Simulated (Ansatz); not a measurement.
Write a Python script for the Ansatz DFT code, driven from Python that makes a check of forces and pressure against finite differences of Al₂Au (distorted cell). Settings (first run): r2SCAN, PAW, cutoff 650 eV, 5×5×5 k-points, Fermi-Dirac smearing of 0.02 eV, D3BJ dispersion.

```xyz
3
Lattice="0.0066 2.9964 2.9644 2.9991 0.0136 2.9573 3.0396 3.0299 -0.0268" Properties=species:S:1:pos:R:3 pbc="T T T"
Al    1.3242    1.4669    1.6399
Al    4.4448    4.5646    4.4057
Au    2.9765    3.0535    5.8321
```

`al2au_fdcheck.py`
```python
# -*- coding: utf-8 -*-
"""Do the forces of Al2Au match the slope of the free energy, atoms off their sites."""

import warnings

import ansatz as az
import numpy as np

VECTORS = np.array([
    [0.00657, 2.99643, 2.96441],
    [2.99914, 0.01364, 2.95735],
    [3.03962, 3.02985, -0.02684],
])
SITES = [
    ("Al", (0.30172, 0.25376, 0.18462)),
    ("Al", (0.76806, 0.72661, 0.74368)),
    ("Au", (0.99714, 0.97272, 0.0173)),
]


def crystal_on(cell):
    crystal = az.Crystal(lattice=az.Lattice.of(cell))
    for symbol, position in SITES:
        crystal = crystal.atom(symbol, position)
    return crystal


def main():
    warnings.simplefilter("ignore", az.DeckWarning)

    def solve(crystal):
        return (
            crystal.calculation()
            .functional("r2SCAN", dispersion="d3bj")
            .occupations(az.OccupationsMethod.FERMI_DIRAC, width=0.02)
            .basis(650, xc_grid=2)
            .kpoints(5, 5, 5)
            .scf(tolerance=1e-09)
            .forces()
            .stress()
            .run(threads=1)
        ).report


    centre = solve(crystal_on(VECTORS))
    start = crystal_on(VECTORS)
    # central difference: F = -(E(+h) - E(-h)) / 2h
    print(f"force on atom 0 along z: analytic {centre['forces_ev_ang'][0][2]:.4f} eV/A")
    for h in (0.005, 0.02):
        shift = np.eye(3)[2] * h @ np.linalg.inv(VECTORS)
        plus, minus = (solve(start.move(0, to=np.array(SITES[0][1]) + sign * shift))["lagrangian_ev"] for sign in (1, -1))
        print(f"  step {h} A: numerical {-(plus - minus) / (2 * h):.4f} eV/A")
    # P = -dF/dV; the difference feels the change of the plane-wave count with the cell
    volume = abs(np.linalg.det(VECTORS))
    larger, smaller = (solve(crystal_on(VECTORS * (1 + sign * 0.005) ** (1 / 3)))["lagrangian_ev"] for sign in (1, -1))
    numerical = -(larger - smaller) / (0.01 * volume) * 160.21766
    print(f"pressure: analytic {np.trace(centre['stress_gpa']) / 3:.3f}, numerical {numerical:.3f} GPa")


if __name__ == "__main__":
    main()
```

```console
$ python al2au_fdcheck.py
force on atom 0 along z: analytic -1.4035 eV/A
  step 0.005 A: numerical -1.4035 eV/A
  step 0.02 A: numerical -1.4040 eV/A
pressure: analytic 1.749, numerical 1.752 GPa
```

What to keep in mind:
- The settings weren't tested for convergence.
- The dispersion term runs with damping parameters of another functional.
- Dispersion corrections can be off by several per cent in the lattices of metals, and by several GPa in the pressure at a fixed cell.
- The mesh is modest for a metal, so energies can be off by several to tens of meV an atom and pressures by half a GPa or more; differences at equal mesh fare better.
- The program warned that this SCF threshold is loose for forces or stresses.
- Pressure is positive in compression.
- Spin-orbit coupling, which matters for elements this heavy, is left out.
- The cell is a database structure, distorted on purpose.
- The central difference errs as the square of the step, so the shorter step is the fairer test; what remains comes from the finite grid and the SCF threshold.
- The script silences the warnings on its input, which a real study should read.
- Hardware and time: 110 s on 1 thread of Arm Neoverse V2, on a shared host, peak memory 0.52 GiB.

(A comment or docstring line of the script was reworded after the run, the code is as it ran; lines on the test bed's own set-up are left out of the output.)
